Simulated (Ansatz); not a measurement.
BiP in Ansatz: convergence with ecutfock ratio

Input of the first run (ecutfock ratio 1); the others differ in this setting and in those tied to it:

input.yaml

```yaml
crystal:
  lattice:
    - [3.84300374, 0.0, 0.0]
    - [-1.92150187, 3.32813886, 0.0]
    - [0.0, 0.0, 4.45186183]
  atoms:
    - { symbol: Bi, position: [0.0, 0.0, 0.5] }
    - { symbol: P, position: [0.0, 0.0, 0.0] }
hamiltonian:
  xc: hse06
  pseudopotentials: { kind: paw }
kpoints:
  mp_grid: { grid: [4, 4, 3] }
scf:
  occupations: { method: cold, width: 0.1 }
  exx: { ecutfock_ratio: 1 }
output:
  forces: true
  stress: true
  eigenvalues: true
```

Potentials or basis: Ansatz PAW.

Run with:

```sh
$ ansatz run input.yaml --threads 2 --pin off --max-ram 5632MiB --backend cpu --events-out ev --progress --plain --runs-dir out
```

The cell was built by a generator and needn't be a form met in nature.

Hardware: 2 threads of Arm Neoverse V2, on a shared host.

```csv
ecutfock ratio,"energy less the tightest run, at zero smearing (meV/atom)",SCF cycles,CPU time (s),peak memory (GiB)
1,20.49,19,11,0.52
2,-0.09,19,13,0.57
3,0.00,19,15,0.66
4,0.00,19,15,0.65
```

Against the tightest run, the energy stays within 1 meV/atom from 2 on. The tightest run that finished is the yardstick and may itself not be fully converged.

Caveat, for the tightest run too: the k mesh is coarse (spacing up to 0.47 Å⁻¹), so the values aren't converged, least of all with exact exchange; spin-orbit coupling is left out, which moves the levels of the heavy elements.
